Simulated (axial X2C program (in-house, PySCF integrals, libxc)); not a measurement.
# All-electron X2C curves of PbS⁺

What are the state, bond length, wavenumber and bond energy of PbS⁺, and what does spin–orbit coupling change?

Computed with an in-house X2C program for linear molecules on PySCF integrals. Level: all-electron X2C, Pb dyall-cv3z, S dyall-av3z.

All values are calculated.

### Step 1. Set-up

The input, task.json:

```json
{"zs": [82, 16], "q": 1, "bas": ["dyall-cv3z", "dyall-av3z"], "levels": ["PBE0", "HF", "BHandHLYP"], "cc": true, "r0": 2.29, "thr": -1.0, "nmax": 90, "npts": 10, "nst": 2, "ntry": 6}
```

Keys: zs atomic numbers; q charge; bas basis sets; levels methods (HF also brings MP2); cc coupled cluster on or off; r0 starting distance in Å; thr threshold in hartree for freezing inner shells (an s shell follows its p shell); nmax most natural virtual spinors; npts points asked for on the curve; nst determinants followed; ntry starts of the search.

On the command line:

```sh
python so2c.py task.json out
```

Spin-free means the one-electron spin-free X2C Hamiltonian; two-component (2c) means X2C with spin–orbit coupling and atomic mean-field two-electron Coulomb and Gaunt terms. Basis: Pb dyall-cv3z contracted to [12s14p10d7f1g], S dyall-av3z contracted to [9s8p3d2f]; Gaussian nuclei, density fitting. Masses: Pb 207.977 u, S 31.972 u.

Notation: σ, π±, δ± give the projection m of an orbital's angular momentum (0, ±1, ±2), α and β its spin, Λ and M_S the sums; ω is the projection of a spinor's total angular momentum and Ω the sum. Logs are in hartree.

The results follow Hamiltonian by Hamiltonian and level by level.

### Step 2. Which state to follow

PBE0 moves the distance from 2.290 Å to 2.464 Å and compares determinants there.

Spin-free determinants:

| ΔE (eV) | state | open shells |
| --- | --- | --- |
| 0.00 | M_S = 1/2, Λ = 1 | beyond closed shells: π+α, π+β, π-α |
| 0.71 | M_S = 1/2, Λ = 0 | beyond closed shells: σα |
| 2.62 | M_S = 3/2, Λ = 1 | beyond closed shells: 2 × π+α, π-α |
| 3.00 | M_S = 3/2, Λ = 2 | beyond closed shells: σα, 2 × π+α, π+β, π-α |
| 3.00 | M_S = 3/2, Λ = 0 | beyond closed shells: σα, π+α, π+β, 2 × π-α |
| 3.25 | M_S = 1/2, Λ = 2 | beyond closed shells: σα, π+α, 2 × π+β, π-α |
| 3.38 | M_S = 1/2, Λ = 2 | beyond closed shells: σα, 2 × π+α, π+β, π-β |

Two-component determinants:

| ΔE (eV) | state | open shells |
| --- | --- | --- |
| 0.00 | Ω = 3/2 | excess of +ω over −ω: ω = 3/2 |
| 0.18 | Ω = 1/2 | excess of +ω over −ω: ω = 1/2 |
| 2.19 | Ω = 1/2 | excess of +ω over −ω: 2 × ω = -1/2, ω = 3/2 |
| 2.73 | Ω = 5/2 | excess of +ω over −ω: 2 × ω = 1/2, ω = 3/2 |
| 3.38 | Ω = 5/2 | excess of +ω over −ω: ω = -1/2, 2 × ω = 3/2 |
| 3.42 | Ω = 1/2 | excess of +ω over −ω: ω = 1/2 |
| 3.75 | Ω = 7/2 | excess of +ω over −ω: ω = 1/2, 2 × ω = 3/2 |

### Step 3. PBE0, spin-free

State followed: M_S = 1/2, Λ = 1 (beyond closed shells: π+α, π+β, π-α). The scan is laid around 2.464 Å, a first estimate of the minimum, and this SCF restarts from the orbitals of the search.

The SCF at the reference distance of 2.464 Å:

```text
spin-free X2C-1e  PBE0
basis functions 224  fitting functions 1176  grid points 5080
iter        total energy     max residual
   1     -21284.902694846     8.78e-05
   2     -21284.902694904     5.15e-05
   3     -21284.902694956     2.40e-05
   4     -21284.902694961     1.06e-05
converged
one-electron -29661.59292799  Coulomb 8515.26852595  exact exchange -103.49207250  xc functional -316.85590416  nuclear repulsion 281.76968374
```

Along the bond, energies from the lowest point:

| R (Å) | E (eV) | μ (D) | HOMO (eV) | LUMO (eV) | iterations |
| --- | --- | --- | --- | --- | --- |
| 2.242 | 0.3682 | -0.20 | -13.56 | -11.24 | 28 |
| 2.316 | 0.1389 | -0.52 | -13.28 | -10.98 | 25 |
| 2.390 | 0.0252 | -0.83 | -13.01 | -10.74 | 22 |
| 2.464 | 0.0000 | -1.12 | -12.76 | -10.52 | 4 |
| 2.550 | 0.0541 | -1.45 | -12.48 | -10.28 | 22 |
| 2.636 | 0.1737 | -1.74 | -12.23 | -10.08 | 21 |
| 2.747 | 0.3914 | -2.07 | -11.93 | -9.86 | 26 |

Dipoles are positive if S is the positive end and refer to the centre of mass.

Outer orbitals at the reference distance:

```json
{"symmetry": "δ+β", "occupied": "yes", "ε (eV)": "-30.97", "atomic character": "100% Pb d"}
{"symmetry": "δ-α", "occupied": "yes", "ε (eV)": "-30.96", "atomic character": "100% Pb d"}
{"symmetry": "δ+α", "occupied": "yes", "ε (eV)": "-30.96", "atomic character": "100% Pb d"}
{"symmetry": "δ-β", "occupied": "yes", "ε (eV)": "-30.96", "atomic character": "100% Pb d"}
{"symmetry": "σα", "occupied": "yes", "ε (eV)": "-30.85", "atomic character": "97% Pb d"}
{"symmetry": "σβ", "occupied": "yes", "ε (eV)": "-30.83", "atomic character": "98% Pb d"}
{"symmetry": "π+β", "occupied": "yes", "ε (eV)": "-30.74", "atomic character": "99% Pb d"}
{"symmetry": "π+α", "occupied": "yes", "ε (eV)": "-30.74", "atomic character": "99% Pb d"}
{"symmetry": "π-α", "occupied": "yes", "ε (eV)": "-30.74", "atomic character": "99% Pb d"}
{"symmetry": "π-β", "occupied": "yes", "ε (eV)": "-30.72", "atomic character": "99% Pb d"}
{"symmetry": "σα", "occupied": "yes", "ε (eV)": "-25.34", "atomic character": "76% S s, 8% Pb s, 6% Pb p"}
{"symmetry": "σβ", "occupied": "yes", "ε (eV)": "-24.15", "atomic character": "72% S s, 12% Pb s, 6% Pb p"}
{"symmetry": "σα", "occupied": "yes", "ε (eV)": "-19.88", "atomic character": "65% Pb s, 17% S p, 10% S s"}
{"symmetry": "σβ", "occupied": "yes", "ε (eV)": "-19.69", "atomic character": "61% Pb s, 16% S p, 14% S s"}
{"symmetry": "π-α", "occupied": "yes", "ε (eV)": "-13.90", "atomic character": "88% S p, 8% Pb p, 3% Pb d"}
{"symmetry": "π+α", "occupied": "yes", "ε (eV)": "-13.90", "atomic character": "88% S p, 8% Pb p, 3% Pb d"}
{"symmetry": "σα", "occupied": "yes", "ε (eV)": "-13.72", "atomic character": "59% S p, 28% Pb p, 8% Pb s"}
{"symmetry": "σβ", "occupied": "yes", "ε (eV)": "-13.44", "atomic character": "59% S p, 30% Pb p, 7% Pb s"}
{"symmetry": "π+β", "occupied": "yes", "ε (eV)": "-12.76", "atomic character": "80% S p, 15% Pb p, 3% Pb d"}
{"symmetry": "π-β", "occupied": "no", "ε (eV)": "-10.52", "atomic character": "69% S p, 26% Pb p, 2% Pb d"}
{"symmetry": "π-α", "occupied": "no", "ε (eV)": "-8.57", "atomic character": "80% Pb p, 9% S p, 8% S d"}
{"symmetry": "π+α", "occupied": "no", "ε (eV)": "-8.57", "atomic character": "80% Pb p, 9% S p, 8% S d"}
{"symmetry": "π+β", "occupied": "no", "ε (eV)": "-8.46", "atomic character": "73% Pb p, 15% S p, 7% S d"}
```

PBE0 fields in the half plane through the axis: z from -2.4 to 4.8 Å across, distance from the axis 0.15 to 2.25 Å upwards; Pb lies at z = 0 and S at z = 2.464 Å; the ELF is damped to zero where the density is low.

log10 density (e/bohr³). Ten even steps from '0' (-4.95 ) to '9' (1.93 ):
```
0011122222222222222211000
0112223333333333333221110
1122333333333333333332210
1223344444444444444433211
2233445555544455555443221
2234455666555555555543321
2334556777655556666544322
2334567898765566876554322
```

ELF. Ten even steps from '0' (0.00 ) to '9' (0.91 ):
```
0000000000000001000000000
0000122110000122222100000
0013444321111345554321000
0146654332212467777652100
0367654333223688999875200
1688654555324788899986310
3788645757524882118997410
3788646343734862882998520
```

Re = 2.452 Å, ωe = 355 cm⁻¹, ωexe = 0.919 cm⁻¹, Be = 0.1012 cm⁻¹, De = 2.84 eV, μ = -1.07 D.

### Step 4. HF, spin-free

Output at 2.464 Å:

```text
spin-free X2C-1e  HF
basis functions 224  fitting functions 1176  grid points 5080
iter        total energy     max residual
   1     -21278.523008292     6.27e-01
   2     -21278.563305406     1.55e-02
   3     -21278.564649248     2.14e-02
   4     -21278.564941016     4.17e-03
   5     -21278.564988159     1.26e-03
   6     -21278.565000615     1.11e-03
   7     -21278.565003051     1.97e-04
   8     -21278.565003791     1.74e-04
   9     -21278.565004153     1.93e-04
  10     -21278.565004313     6.66e-05
  11     -21278.565004344     1.14e-05
  12     -21278.565004348     8.52e-06
  13     -21278.565004348     2.11e-06
converged
one-electron -29661.63818672  Coulomb 8515.45273309  exact exchange -414.14923446  xc functional 0.00000000  nuclear repulsion 281.76968374
```

Re = 2.453 Å, ωe = 363 cm⁻¹, ωexe = 0.92 cm⁻¹, Be = 0.1011 cm⁻¹, De = 1.28 eV, μ = -1.70 D.

### Step 5. BHandHLYP, spin-free

The SCF at the reference distance of 2.464 Å:

```text
spin-free X2C-1e  BHandHLYP
basis functions 224  fitting functions 1176  grid points 5080
iter        total energy     max residual
   1     -21285.026801682     1.89e-01
   2     -21285.030348298     4.32e-03
   3     -21285.030413185     1.67e-02
   4     -21285.030540402     6.66e-04
   5     -21285.030541162     6.20e-04
   6     -21285.030543157     4.31e-05
   7     -21285.030543210     2.39e-05
   8     -21285.030543222     1.59e-05
   9     -21285.030543224     4.30e-06
converged
one-electron -29661.78322029  Coulomb 8515.50605779  exact exchange -207.01782677  xc functional -213.50523769  nuclear repulsion 281.76968374
```

Re = 2.450 Å, ωe = 359 cm⁻¹, ωexe = 0.882 cm⁻¹, Be = 0.1013 cm⁻¹, De = 2.52 eV, μ = -1.31 D.

### Step 6. Correlated methods, spin-free

Correlated methods: 9 electrons correlated (frozen shells, counted by type: Pb 5 s, 4 p, 3 d, 1 f; S 2 s, 1 p), 263 virtual spinors in MP2, 90 natural virtuals in coupled cluster.

Output of the correlated part at 2.464 Å:

```text
correlated 9  virtual 263  natural virtual 90  E(MP2) -0.197339461  MP2 remainder -0.005069891
iter   CCSD correlation   residual
   1     -0.210307515   1.15e-01
   2     -0.216840815   4.71e-02
   3     -0.218576986   2.12e-02
   4     -0.218687826   9.80e-03
   5     -0.218796905   4.58e-03
   6     -0.218800286   1.80e-03
   7     -0.218809199   6.69e-04
   8     -0.218811202   2.87e-04
   9     -0.218809579   1.22e-04
  10     -0.218810341   4.80e-05
  11     -0.218810224   1.78e-05
  12     -0.218810431   7.20e-06
  13     -0.218810456   3.34e-06
  14     -0.218810464   1.59e-06
(T) -0.010801464  T1 0.0286  D1 0.0574  max T2 0.082
```

T1 in the output is the amplitude norm over the root of the electron number; divide by √2 for the Lee–Taylor value.

MP2: Re = 2.469 Å, ωe = 353 cm⁻¹, Be = 0.09976 cm⁻¹, De = 2.61 eV.

CCSD: Re = 2.471 Å, ωe = 352 cm⁻¹, ωexe = 0.884 cm⁻¹, Be = 0.0996 cm⁻¹, De = 2.47 eV. T1 at Re = 0.020 (Lee–Taylor, the printed value over √2).

CCSD(T): Re = 2.481 Å, ωe = 345 cm⁻¹, ωexe = 0.847 cm⁻¹, Be = 0.09883 cm⁻¹, De = 2.62 eV. T1 at Re = 0.021 (Lee–Taylor, the printed value over √2).

### Step 7. A higher determinant, spin-free

State: M_S = 1/2, Λ = 0 (beyond closed shells: σα).

Output at the reference distance:

```text
spin-free X2C-1e  PBE0
basis functions 224  fitting functions 1176  grid points 5080
iter        total energy     max residual
   1     -21284.876602704     5.70e-05
   2     -21284.876602760     4.73e-05
   3     -21284.876602779     2.39e-05
   4     -21284.876602783     1.13e-05
converged
one-electron -29659.90294345  Coulomb 8513.57571680  exact exchange -103.48198885  xc functional -316.83707101  nuclear repulsion 281.76968374
```

| R (Å) | E above the lowest PBE0 point (eV) |
| --- | --- |
| 2.242 | 0.604 |
| 2.316 | 0.567 |
| 2.390 | 0.610 |
| 2.464 | 0.710 |
| 2.550 | 0.877 |
| 2.636 | 1.080 |
| 2.747 | 1.370 |

Re = 2.309 Å, ωe = 382 cm⁻¹, Be = 0.1141 cm⁻¹, μ = -1.60 D. Te = 0.57 eV.

### Step 8. The spin-free curves together

Energy (eV) of the followed determinant, spin-free, from each level's lowest point:

| R (Å) | PBE0 | HF | MP2 | CCSD | CCSD(T) | BHandHLYP |
| --- | --- | --- | --- | --- | --- | --- |
| 2.242 | 0.368 | 0.392 | 0.443 | 0.446 | 0.471 | 0.372 |
| 2.316 | 0.139 | 0.149 | 0.182 | 0.185 | 0.202 | 0.139 |
| 2.390 | 0.025 | 0.028 | 0.044 | 0.046 | 0.054 | 0.025 |
| 2.464 | 0.000 | 0.000 | 0.000 | 0.000 | 0.000 | 0.000 |
| 2.550 | 0.054 | 0.055 | 0.038 | 0.035 | 0.025 | 0.057 |
| 2.636 | 0.174 | 0.179 | 0.147 | 0.140 | 0.120 | 0.180 |
| 2.747 | 0.391 | 0.404 | 0.368 | 0.344 | 0.312 | 0.405 |

### Step 9. PBE0, 2c

State followed: Ω = 3/2 (excess of +ω over −ω: ω = 3/2). The scan is laid around 2.464 Å, a first estimate of the minimum, and this SCF restarts from the orbitals of the search.

Output at 2.464 Å:

```text
two-component X2C + atomic mean field  PBE0
basis functions 224  fitting functions 1176  grid points 5080
iter        total energy     max residual
   1     -21290.894789570     8.59e-05
   2     -21290.894789577     5.58e-05
   3     -21290.894789578     6.74e-06
converged
one-electron -29645.39143358  Coulomb 8513.38746206  exact exchange -103.48458214  xc functional -316.92201071  nuclear repulsion 281.76968374  atomic mean-field constant -20.25390894
```

Along the bond, energies from the lowest point:

| R (Å) | E (eV) | μ (D) | HOMO (eV) | LUMO (eV) | iterations |
| --- | --- | --- | --- | --- | --- |
| 2.242 | 0.3513 | 0.18 | -13.66 | -11.18 | 32 |
| 2.316 | 0.1326 | -0.10 | -13.43 | -10.93 | 28 |
| 2.390 | 0.0243 | -0.35 | -13.19 | -10.69 | 27 |
| 2.464 | 0.0000 | -0.59 | -12.95 | -10.47 | 3 |
| 2.550 | 0.0494 | -0.83 | -12.69 | -10.24 | 26 |
| 2.636 | 0.1579 | -1.02 | -12.45 | -10.03 | 25 |
| 2.747 | 0.3510 | -1.15 | -12.18 | -9.80 | 32 |

Dipoles are positive if S is the positive end and refer to the centre of mass.

Outer spinors at the reference distance:

```tsv
ω	occupied	ε (eV)	atomic character	λ mixture
3/2	yes	-32.18	100% Pb d	82% δ, 18% π
-3/2	yes	-32.17	100% Pb d	82% δ, 18% π
1/2	yes	-32.06	99% Pb d	58% π, 42% σ
-1/2	yes	-32.05	99% Pb d	58% π, 42% σ
-5/2	yes	-29.65	100% Pb d	100% δ
5/2	yes	-29.64	100% Pb d	100% δ
1/2	yes	-29.57	97% Pb d	58% σ, 42% π
-1/2	yes	-29.54	98% Pb d	58% σ, 42% π
3/2	yes	-29.49	99% Pb d	82% π, 18% δ
-3/2	yes	-29.48	99% Pb d	82% π, 18% δ
1/2	yes	-25.56	77% S s, 7% Pb d, 7% Pb s	100% σ
-1/2	yes	-24.26	73% S s, 11% Pb s, 6% Pb p	100% σ
1/2	yes	-19.73	65% Pb s, 19% S p, 9% S s	100% σ
-1/2	yes	-19.59	62% Pb s, 17% S p, 13% S s	100% σ
-1/2	yes	-14.20	85% S p, 10% Pb p, 3% Pb d	98% π, 2% σ
3/2	yes	-14.10	90% S p, 5% Pb p, 3% Pb d	100% π
1/2	yes	-13.92	56% S p, 31% Pb p, 8% Pb s	96% σ, 4% π
-1/2	yes	-13.59	58% S p, 30% Pb p, 7% Pb s	95% σ, 5% π
1/2	yes	-12.95	77% S p, 17% Pb p, 3% Pb d	98% π, 2% σ
-3/2	no	-10.47	78% S p, 17% Pb p, 3% Pb d	100% π
-1/2	no	-9.05	75% Pb p, 13% S p, 7% S d	93% π, 7% σ
1/2	no	-8.97	65% Pb p, 23% S p, 6% S d	94% π, 6% σ
3/2	no	-7.93	81% Pb p, 9% S d, 7% S p	100% π
```

PBE0 fields in the half plane through the axis: z from -2.4 to 4.8 Å across, distance from the axis 0.15 to 2.25 Å upwards; Pb lies at z = 0 and S at z = 2.464 Å; the ELF is damped to zero where the density is low.

log10 density (e/bohr³). Ten even steps from '0' (-4.98 ) to '9' (1.93 ):
```
0011122222222222222211000
0112223333333333333221110
1122333333333333333332210
1223344444444444444433211
2233445555544455555443221
2234455666555555555544321
2334556777655556666544322
2334567898765566876554322
```

ELF. Ten even steps from '0' (0.00 ) to '9' (0.91 ):
```
0000000000000000000000000
0000122110000122222100000
0013444322111244554321000
0146654433212467777652000
0367654433323688999874200
1577654555323788899986310
2687645757524882118997410
3787646343634862882998520
```

Re = 2.452 Å, ωe = 343 cm⁻¹, ωexe = 1.16 cm⁻¹, Be = 0.1012 cm⁻¹, De = 2.03 eV, μ = -0.55 D.

### Step 10. HF, 2c

Output at 2.464 Å:

```text
two-component X2C + atomic mean field  HF
basis functions 224  fitting functions 1176  grid points 5080
iter        total energy     max residual
   1     -21284.426525281     1.04e+00
   2     -21284.466730625     1.54e-02
   3     -21284.468081243     3.49e-02
   4     -21284.468398326     6.82e-03
   5     -21284.468464554     2.49e-03
   6     -21284.468496156     3.47e-03
   7     -21284.468510139     1.22e-03
   8     -21284.468526894     1.44e-03
   9     -21284.468542613     2.68e-03
  10     -21284.468556475     2.09e-03
  11     -21284.468563039     5.84e-04
  12     -21284.468565444     3.12e-04
  13     -21284.468566595     5.28e-04
  14     -21284.468567243     2.77e-04
  15     -21284.468567541     5.96e-05
  16     -21284.468567662     1.13e-04
  17     -21284.468567711     7.93e-05
  18     -21284.468567727     1.71e-05
  19     -21284.468567730     7.16e-06
  20     -21284.468567731     5.88e-06
  21     -21284.468567731     1.44e-06
converged
one-electron -29645.56329503  Coulomb 8513.69371858  exact exchange -414.11476608  xc functional 0.00000000  nuclear repulsion 281.76968374  atomic mean-field constant -20.25390894
```

No constants are quoted: the solution changes its character somewhere along the scan, so the fit is set aside.

### Step 11. BHandHLYP, 2c

Output at 2.464 Å:

```text
two-component X2C + atomic mean field  BHandHLYP
basis functions 224  fitting functions 1176  grid points 5080
iter        total energy     max residual
   1     -21290.994708794     3.47e-01
   2     -21290.998300008     4.33e-03
   3     -21290.998359776     2.71e-02
   4     -21290.998473995     1.53e-03
   5     -21290.998475674     1.20e-03
   6     -21290.998478308     2.31e-04
   7     -21290.998478520     5.16e-05
   8     -21290.998478565     3.51e-05
   9     -21290.998478581     1.62e-05
  10     -21290.998478587     8.43e-06
converged
one-electron -29645.61549650  Coulomb 8513.65731236  exact exchange -207.00211354  xc functional -213.55395570  nuclear repulsion 281.76968374  atomic mean-field constant -20.25390894
```

Re = 2.450 Å, ωe = 347 cm⁻¹, ωexe = 1.18 cm⁻¹, Be = 0.1013 cm⁻¹, De = 1.59 eV, μ = -0.73 D.

### Step 12. MP2 and beyond, 2c

Correlated methods: 9 electrons correlated (frozen shells, counted by type: Pb 5 s, 4 p, 3 d, 1 f; S 2 s, 1 p), 263 virtual spinors in MP2, 90 natural virtuals in coupled cluster.

Output of the correlated part at 2.464 Å:

```text
correlated 9  virtual 263  natural virtual 90  E(MP2) -0.195283992  MP2 remainder -0.004996449
iter   CCSD correlation   residual
   1     -0.208739208   1.15e-01
   2     -0.215879950   4.77e-02
   3     -0.217402734   2.14e-02
   4     -0.217673914   1.18e-02
   5     -0.217870804   5.51e-03
   6     -0.217893615   2.13e-03
   7     -0.217911295   8.34e-04
   8     -0.217913768   3.63e-04
   9     -0.217912711   1.60e-04
  10     -0.217913957   7.19e-05
  11     -0.217914269   3.23e-05
  12     -0.217914574   1.44e-05
  13     -0.217914555   7.24e-06
(T) -0.010684436  T1 0.0368  D1 0.0674  max T2 0.071
```

MP2: No constants are quoted: the reference changes its character somewhere along the scan, so the fit is set aside.

CCSD: No constants are quoted: the reference changes its character somewhere along the scan, so the fit is set aside.

CCSD(T): No constants are quoted: the reference changes its character somewhere along the scan, so the fit is set aside.

### Step 13. A higher determinant, 2c

State: Ω = 1/2 (excess of +ω over −ω: ω = 1/2).

Output at the reference distance:

```text
two-component X2C + atomic mean field  PBE0
basis functions 224  fitting functions 1176  grid points 5080
iter        total energy     max residual
   1     -21290.888351434     6.93e-05
   2     -21290.888351434     2.25e-06
converged
one-electron -29645.01309803  Coulomb 8513.01129965  exact exchange -103.48383693  xc functional -316.91849092  nuclear repulsion 281.76968374  atomic mean-field constant -20.25390894
```

| R (Å) | E above the lowest PBE0 point (eV) |
| --- | --- |
| 2.242 | 0.455 |
| 2.316 | 0.278 |
| 2.390 | 0.189 |
| 2.464 | 0.175 |
| 2.550 | 0.234 |
| 2.636 | 0.352 |
| 2.747 | 0.562 |

Re = 2.441 Å, ωe = 342 cm⁻¹, ωexe = 1.36 cm⁻¹, Be = 0.1021 cm⁻¹, μ = -0.80 D. Te = 0.17 eV.

### Step 14. The 2c curves together

Energy (eV) of the followed determinant, 2c, from each level's lowest point:

| R (Å) | PBE0 | HF (jumps) | MP2 (its reference jumps) | CCSD (its reference jumps) | CCSD(T) (its reference jumps) | BHandHLYP |
| --- | --- | --- | --- | --- | --- | --- |
| 2.242 | 0.351 | 0.365 | 0.394 | 0.425 | 0.450 | 0.353 |
| 2.316 | 0.133 | 0.137 | 0.148 | 0.174 | 0.191 | 0.131 |
| 2.390 | 0.024 | 0.025 | 0.022 | 0.042 | 0.050 | 0.023 |
| 2.464 | 0.000 | 0.000 | 0.000 | 0.000 | 0.000 | 0.000 |
| 2.550 | 0.049 | 0.035 | 0.277 | 0.070 | 0.064 | 0.052 |
| 2.636 | 0.158 | 0.045 | 0.666 | 0.253 | 0.246 | 0.165 |
| 2.747 | 0.351 | 0.029 | 0.887 | 0.502 | 0.506 | 0.362 |

The whole job took 3.3 min on 1 thread of Arm Neoverse V2, shared host; peak memory 0.65 GiB.

### Step 15. What came out

Lowest determinant that the search found at its distance, spin-free: M_S = 1/2, Λ = 1 (beyond closed shells: π+α, π+β, π-α).

Lowest determinant that the search found at its distance, 2c: Ω = 3/2 (excess of +ω over −ω: ω = 3/2).

| Hamiltonian | level | Re (Å) | ωe (cm⁻¹) | De (eV) | μ (D) |
| --- | --- | --- | --- | --- | --- |
| spin-free | PBE0 | 2.452 | 355 | 2.84 | -1.07 |
| spin-free | HF | 2.453 | 363 | 1.28 | -1.70 |
| spin-free | MP2 | 2.469 | 353 | 2.61 | n/a |
| spin-free | CCSD | 2.471 | 352 | 2.47 | n/a |
| spin-free | CCSD(T) | 2.481 | 345 | 2.62 | n/a |
| spin-free | BHandHLYP | 2.450 | 359 | 2.52 | -1.31 |
| 2c | PBE0 | 2.452 | 343 | 2.03 | -0.55 |
| 2c | BHandHLYP | 2.450 | 347 | 1.59 | -0.73 |

Dipoles are positive if S is the positive end and refer to the centre of mass. No constants: 2c HF (the solution changes its character somewhere along the scan, so the fit is set aside); 2c MP2 (the reference changes its character somewhere along the scan, so the fit is set aside); 2c CCSD (the reference changes its character somewhere along the scan, so the fit is set aside); 2c CCSD(T) (the reference changes its character somewhere along the scan, so the fit is set aside).

Time per point (s) on 1 thread of Arm Neoverse V2, shared host (2c runs); the times are rough: PBE0 2.2, BHandHLYP 2.4.

What this shows: At PBE0, going from spin-free to two-component changes Re by +1 mÅ, ωe by -3.4 %; at least one of these shifts is too large to ignore. It costs about 1.8 times the time. De moves by -0.81 eV; both De rest on single-determinant atoms, which can miss part of an open shell's spin–orbit lowering.

De refers to Pb+ + S, each in the lowest determinant found, which need not be this curve's own limit. Each curve is one determinant whose occupation by symmetry is held fixed; it was picked as the lowest of a PBE0 search that is not exhaustive. De is counted from the lowest determinant-based energies of the atoms at the same level, without counterpoise correction. Density functionals use the spin component along the axis (collinear). CCSD and (T) use frozen natural virtuals with an MP2 correction for the truncation. With the outer-core shells frozen, correlated bond lengths of heavy atoms tend to come out a few hundredths of an ångström too long.
